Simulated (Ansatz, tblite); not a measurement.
**Ge(OMe)H3 (CH6GeO): spin states and exact exchange**

Aim: set other spin states of Ge(OMe)H3 (CH6GeO) against its singlet, on many levels of theory.

Computed with Ansatz 0.2.0, Gaussian basis. Level: as each input shows.

Plan: triplet, at the geometry of the singlet (GFN1-xTB, GFN2-xTB, PBE0-D4/def2-TZVP, PBE-D4/def2-TZVP, r2SCAN-D4/def2-TZVP); the singlet's energies come from earlier runs.

### 1 The relaxed structure

The singlet was relaxed beforehand with PBE-D4/def2-TZVP.

9 atoms, charge 0, spin multiplicity 1.

Bond lengths: Ge1–O2 1.804 Å, Ge1–H7 1.553 Å, Ge1–H8 1.541 Å, Ge1–H9 1.553 Å, O2–C3 1.423 Å, C3–H4 1.107 Å, C3–H5 1.100 Å, C3–H6 1.106 Å. Angles: O2–Ge1–H7 109.0°, O2–Ge1–H8 104.3°, O2–Ge1–H9 109.0°, H7–Ge1–H8 112.3°, H7–Ge1–H9 109.7°, H8–Ge1–H9 112.3°, Ge1–O2–C3 116.5°, O2–C3–H4 112.3°, O2–C3–H5 107.6°, O2–C3–H6 112.3°, H4–C3–H5 108.1°, H4–C3–H6 108.2°, H5–C3–H6 108.1°.

### 2 Triplet at the fixed geometry, GFN1-xTB

Tight binding, by tblite at 300 K electronic temperature and without a spin-polarisation term:

```python
tblite.interface.Calculator('GFN1-xTB', numbers, positions, charge=0, uhf=2).singlepoint()
```

Energy -311.5914 eV; 0.005 s.

### 3 Triplet at the fixed geometry, GFN2-xTB

Tight binding, by tblite at 300 K electronic temperature and without a spin-polarisation term:

```python
tblite.interface.Calculator('GFN2-xTB', numbers, positions, charge=0, uhf=2).singlepoint()
```

Energy -296.3007 eV; 0.003 s.

### 4 Triplet at the fixed geometry, PBE0-D4/def2-TZVP

File in.yaml:

```yaml
crystal:
  periodic: [false, false, false]
  atoms:
    - {symbol: Ge, position_ang: [-0.381083, 0.612565, -1.167426]}
    - {symbol: O, position_ang: [-0.341736, 0.558251, 0.635031]}
    - {symbol: C, position_ang: [0.339314, -0.544516, 1.222116]}
    - {symbol: H, position_ang: [-0.117243, -1.514155, 0.946983]}
    - {symbol: H, position_ang: [0.274468, -0.433219, 2.314724]}
    - {symbol: H, position_ang: [1.409306, -0.574003, 0.941787]}
    - {symbol: H, position_ang: [1.075916, 0.662092, -1.703300]}
    - {symbol: H, position_ang: [-1.168052, 1.896694, -1.493566]}
    - {symbol: H, position_ang: [-1.090888, -0.663709, -1.696338]}
basis:
  gaussian: {orbitals: def2-TZVP}
magnetization: {spin_polarized: true, initial_magnetization: 2}
hamiltonian: {xc: pbe0, dispersion: d4}
scf: {omitted_lower_state_checks: [starts]}
output: {orbitals: {seedname: orbitals}}
```

Run with:

```sh
$ ansatz run in.yaml --threads 4 --pin off --events-out ev --progress --plain --max-ram 3916MiB
```

What it wrote:

```text
Functional definition: PBE0
  name "PBE0"
  cite "Adamo & Barone, J. Chem. Phys. 110, 6158 (1999) doi:10.1063/1.478522"
  cite "Perdew, Burke & Ernzerhof, Phys. Rev. Lett. 77, 3865 (1996) doi:10.1103/PhysRevLett.77.3865"
  parent pbe
  parameter a = 0.25
  parameter kappa = 0.804
  parameter beta = 0.06672455060314922
  exchange = (1 - a)*pbe_x(kappa = kappa, mu = beta*pi^2/3) + a*exact_x
  correlation = pbe_c(beta = beta)
these checks for a lower state are left out or cut short: starts
996 factors; their error is unknown
mean field evaluation 1: about -59675.9016 eV, gradient 4.2e1 eV
mean field evaluation 2: about -59641.2160 eV, gradient 9.6e1 eV
mean field evaluation 4: about -59683.5017 eV, gradient 1.3e1 eV
mean field evaluation 8: about -59684.1724 eV, gradient 1.6e-1 eV
mean field evaluation 16: about -59684.4453 eV, gradient 2.6e-3 eV
mean field -59684.44529318 eV, -2193.3629089545 hartree, gradient 3.4e-5 eV, S^2 2.006281; 0 other end points of the search recorded, 0 dependent functions left out
reference -59684.44532460 eV, -2193.3629101091 hartree; 27, 25 occupied and 119, 121 virtual orbitals, 996 factors
Total energy: -59684.55623390 eV, -2193.3669859505 hartree
Checks for a lower state left out: starts
```

Wall time 3.2 s (4 threads of Arm Neoverse V1, shared host).

From the report: HOMO -2.04 eV, LUMO -5.99 eV (over both spins; with the spin held, an empty level of the minority spin lies below the top filled one); ⟨S²⟩ 2.006 (pure: 2.00).

### 5 Triplet at the fixed geometry, PBE-D4/def2-TZVP

start.molden holds the orbitals of an earlier run on this state, given as this run's starting guess.

Changes to in.yaml since step 4:

```diff
@@ -13,5 +13,5 @@
 basis:
-  gaussian: {orbitals: def2-TZVP}
+  gaussian: {orbitals: def2-TZVP, initial_orbitals: start.molden}
 magnetization: {spin_polarized: true, initial_magnetization: 2}
-hamiltonian: {xc: pbe0, dispersion: d4}
+hamiltonian: {xc: pbe, dispersion: d4}
 scf: {omitted_lower_state_checks: [starts]}
```

The command is unchanged.

What it wrote:

```text
Functional definition: PBE
  name "PBE"
  cite "Perdew, Burke & Ernzerhof, Phys. Rev. Lett. 77, 3865 (1996) doi:10.1103/PhysRevLett.77.3865"
  parent pbe
  parameter kappa = 0.804
  parameter beta = 0.06672455060314922
  exchange = pbe_x(kappa = kappa, mu = beta*pi^2/3)
  correlation = pbe_c(beta = beta)
these checks for a lower state are left out or cut short: starts
953 factors; their error is unknown
mean field evaluation 1: about -59682.8679 eV, gradient 7.4e0 eV
mean field evaluation 2: about -59683.0382 eV, gradient 3.8e-1 eV
mean field evaluation 4: about -59683.0220 eV, gradient 2.1e-1 eV
mean field evaluation 8: about -59683.0221 eV, gradient 1.0e-5 eV
mean field -59683.02208133 eV, -2193.3106068835 hartree, gradient 1.0e-5 eV, S^2 2.003081; 0 other end points of the search recorded, 0 dependent functions left out
reference -59683.02212394 eV, -2193.3106084492 hartree; 27, 25 occupied and 119, 121 virtual orbitals, 953 factors
Total energy: -59683.15483053 eV, -2193.3154853265 hartree
Checks for a lower state left out: starts
```

Wall time 2.2 s (4 threads of Arm Neoverse V1, shared host).

From the report: HOMO -1.34 eV, LUMO -7.06 eV (over both spins; with the spin held, an empty level of the minority spin lies below the top filled one); ⟨S²⟩ 2.003 (pure: 2.00).

### 6 Triplet at the fixed geometry, r2SCAN-D4/def2-TZVP

Changes to in.yaml since step 5:

```diff
@@ -15,3 +15,3 @@
 magnetization: {spin_polarized: true, initial_magnetization: 2}
-hamiltonian: {xc: pbe, dispersion: d4}
+hamiltonian: {xc: r2scan, dispersion: d4}
 scf: {omitted_lower_state_checks: [starts]}
```

Same command.

What it wrote:

```text
Functional definition: r2SCAN
  name "r2SCAN"
  cite "Furness, Kaplan, Ning, Perdew & Sun, J. Phys. Chem. Lett. 11, 8208 (2020) doi:10.1021/acs.jpclett.0c02405"
  cite "Furness, Kaplan, Ning, Perdew & Sun, J. Phys. Chem. Lett. 11, 9248 (2020) doi:10.1021/acs.jpclett.0c03077"
  parent r2scan
  parameter k0 = 0.174
  parameter k1 = 0.065
  parameter a1 = 4.9479
  exchange = r2scan_x(k0 = k0, k1 = k1, a1 = a1)
  correlation = r2scan_c
these checks for a lower state are left out or cut short: starts
953 factors; their error is unknown
mean field evaluation 1: about -59693.3367 eV, gradient 4.8e0 eV
mean field evaluation 2: about -59693.3895 eV, gradient 1.1e-1 eV
mean field evaluation 4: about -59693.3715 eV, gradient 5.4e-3 eV
mean field -59693.37153373 eV, -2193.6909422442 hartree, gradient 4.8e-5 eV, S^2 2.007438; 0 other end points of the search recorded, 0 dependent functions left out
reference -59693.37154756 eV, -2193.6909427522 hartree; 27, 25 occupied and 119, 121 virtual orbitals, 953 factors
Total energy: -59693.40343912 eV, -2193.6921147455 hartree
Checks for a lower state left out: starts
```

It took 4.8 s on 4 threads of Arm Neoverse V1, shared host.

From the report: HOMO -1.43 eV, LUMO -6.85 eV (over both spins; with the spin held, an empty level of the minority spin lies below the top filled one); ⟨S²⟩ 2.007 (pure: 2.00).

### 7 Triplet less singlet, vertical

The singlet's energies are those of its earlier runs, whose logs aren't repeated here.

| level | triplet less singlet, vertical (kJ/mol) | time |
| --- | --- | --- |
| GFN1-xTB | +677.3 | 0.01 s |
| GFN2-xTB | +785.6 | 0.006 s |
| PBE-D4/def2-TZVP | +550.9 | 3.5 s |
| r2SCAN-D4/def2-TZVP | +567.4 | 7 s |
| PBE0-D4/def2-TZVP | +581.5 | 5.1 s |

Times add the two runs; a level without a time comes out of a correlated run. Tight binding without a spin term can't rank spin states.

### 8 Outcome

```
                                                quantity                                       value
triplet less singlet, vertical, functionals in def2-TZVP  +550.9 (PBE-D4) to +581.5 kJ/mol (PBE0-D4)
```

**Reading.** All functionals put the triplet above the singlet, over a spread of 30.5 kJ/mol. The checks for a lower triplet were left out, so another state of that spin may lie lower. These are electronic energies, without zero-point motion, entropy or surroundings.
